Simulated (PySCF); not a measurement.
# SnH at other levels of theory

Aim: see what other levels and later steps give for SnH.

Method: method and basis as typed in the scripts; program: PySCF 2.14.0.

5 further runs of the same task are left out: 1 for a known fault of the program, 4 that didn't finish.

**1. The starting structure**

SnH: 2 atoms, charge 0, spin multiplicity 2.

Bond lengths: Sn1–H2 1.503 Å.

**2. The base run**

The input, input.py:

```python
from pyscf import gto, scf, mcscf, mrpt

mol = gto.M(
    atom='Sn 0 0 0; H 0 0 1.503',
    basis='def2-svp',
    ecp={'Sn': 'def2-svp'},
    charge=0,
    spin=1,
    verbose=4,
)
mf = scf.ROHF(mol)
mf.kernel()
mc = mcscf.CASSCF(mf, 6, 7)
mc.kernel()
mc.analyze()
mrpt.NEVPT(mc).kernel()
mf.dip_moment()
print('orbital energies (hartree):', mf.mo_energy[..., max(0, mol.nelec[1]-3):mol.nelec[0]+3].round(4))
```

On the command line:

```
$ OMP_NUM_THREADS=1 python input.py
```

Its log is not repeated here.

In short: E(SCF) = -213.871102 Eh, 8 cycles, E(CAS) − E(SCF) = -0.02813 Eh, NEVPT2 = -0.07515 Eh, μ = 0.68 D (of the SCF density).

The bond length is a typed value, not an optimised one.

**3. TDA (UHF)**

Edit 1 changes step after the SCF: nevpt2 → tda; SCF type: ROHF → UHF; number of roots: none → 8.

The input, input.py:

```python
from pyscf import gto, scf, tdscf

mol = gto.M(
    atom='Sn 0 0 0; H 0 0 1.503',
    basis='def2-svp',
    ecp={'Sn': 'def2-svp'},
    charge=0,
    spin=1,
    verbose=4,
)
mf = scf.UHF(mol)
mf.kernel()
td = tdscf.TDA(mf)
td.nstates = 8
td.kernel()
td.analyze(verbose=3)
mf.dip_moment()
print('orbital energies (hartree):', [e[max(0, n-3):n+3].round(4) for e, n in zip(mf.mo_energy, mol.nelec)])
```

On the command line:

```
$ OMP_NUM_THREADS=1 python input.py
```

**4. Active space 9 electrons in 6 orbitals**

Edit 2 changes active space: 7 electrons in 6 orbitals → 9 electrons in 6 orbitals.

input.py: that of step 2 with these lines changed.

```diff
@@ -12,3 +12,3 @@
 mf.kernel()
-mc = mcscf.CASSCF(mf, 6, 7)
+mc = mcscf.CASSCF(mf, 6, 9)
 mc.kernel()
```

**5. Hse06 (ROKS)**

Edit 3 changes functional: none (Hartree–Fock) → hse06; SCF type: ROHF → ROKS; step after the SCF: nevpt2 → analyze.

The input, input.py:

```python
from pyscf import gto, dft

mol = gto.M(
    atom='Sn 0 0 0; H 0 0 1.503',
    basis='def2-svp',
    ecp={'Sn': 'def2-svp'},
    charge=0,
    spin=1,
    verbose=4,
)
mf = dft.ROKS(mol, xc='hse06')
mf.kernel()
mf.mulliken_pop()
mf.dip_moment()
print('orbital energies (hartree):', mf.mo_energy[..., max(0, mol.nelec[1]-3):mol.nelec[0]+3].round(4))
```

**6. Gradient**

Edit 4 changes step after the SCF: nevpt2 → gradient.

input.py: that of step 2 with these lines changed.

```diff
@@ -1,2 +1,2 @@
-from pyscf import gto, scf, mcscf, mrpt
+from pyscf import gto, scf
 
@@ -12,6 +12,3 @@
 mf.kernel()
-mc = mcscf.CASSCF(mf, 6, 7)
-mc.kernel()
-mc.analyze()
-mrpt.NEVPT(mc).kernel()
+mf.nuc_grad_method().kernel()
 mf.dip_moment()
```

What does the calculation give? Wanted: for each run, E(SCF); from base; gap, α spin; SCF dipole; after the SCF.

As calculated:

| run | E(SCF) (hartree) | from base (eV) | cycles | gap, α spin (eV) | SCF dipole (D) | after the SCF |
| --- | --- | --- | --- | --- | --- | --- |
| base | -213.871102 | 0 | 8 | n/a | 0.68 | NEVPT2 correlation -2.811 eV (from the SCF energy, the CASSCF gain included) |
| TDA (UHF) | -213.874250 | -0.0857 | 11 | 6.88 | 0.68 | lowest root found 0.15 eV |
| active space 9 electrons in 6 orbitals | -213.871102 | 0.0000 | 8 | n/a | 0.68 | NEVPT2 correlation -2.619 eV (from the SCF energy, the CASSCF gain included) |
| hse06 (ROKS) | -214.822992 | not comparable | 8 | n/a | 0.50 | n/a |
| gradient | -213.871102 | 0.0000 | 8 | n/a | 0.68 | n/a |

Total energies of different functionals can't be compared with each other; differences within one functional can.
